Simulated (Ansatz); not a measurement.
# P (bcc type): the cost of one run

Method: DFT LDA, with the methods named in each step, in Ansatz 0.2.0.

## 1. The system as given

The structure is cubic, space group Im-3m (No. 229). The conventional cell has a = 3.007 Å, b = 3.007 Å, c = 3.007 Å, α = 90.00°, β = 90.00°, γ = 90.00°. Around P (site symmetry m-3m) lie 8 P at 2.60 Å.

Structure file:

```xyz
1
Lattice="-1.5033 1.5033 1.5033 1.5033 -1.5033 1.5033 1.5033 1.5033 -1.5033" Properties=species:S:1:pos:R:3 pbc="T T T"
P     0.0000    0.0000    0.0000
```

Whether this phase is the stable one at these pressures isn't tested.

## 2. The reference volume, LAPW

Contents of input.yaml:

```yaml
crystal:
  lattice:
    - [-1.5032544752, 1.5032544752, 1.5032544752]
    - [1.5032544752, -1.5032544752, 1.5032544752]
    - [1.5032544752, 1.5032544752, -1.5032544752]
  atoms:
    - { symbol: P, position: [0.0, 0.0, 0.0] }
kpoints:
  mp_grid: { grid: [17, 17, 17] }
  band_path:
    path:
      - [0.0, 0.0, 0.0]
      - [0.5, -0.5, 0.5]
      - [0.0, 0.0, 0.5]
      - [0.0, 0.0, 0.0]
      - [0.25, 0.25, 0.25]
      - [0.5, -0.5, 0.5]
      - [0.25, 0.25, 0.25]
      - [0.0, 0.0, 0.5]
    npoints: 14
scf:
  occupations: { method: fermi_dirac, width: 0.05 }
hamiltonian:
  xc: lda
  pseudopotentials: { kind: all_electron, lapw: { basis_error: 0.001 } }
output:
  forces: true
  stress: true
  eigenvalues: true
  populations: true
  dos: { projected: true, de: 0.2, e_range: [-14, 8] }
```

Command:

```console
$ ansatz run input.yaml --threads 1 --pin off --max-ram 2048MiB --backend cpu --events-out ev --progress --plain --runs-dir out
```

Q: Estimate wall time and peak memory on 1 thread of Arm Neoverse V1, shared host.

About 6.1 s, with a peak of 0.23 GiB.
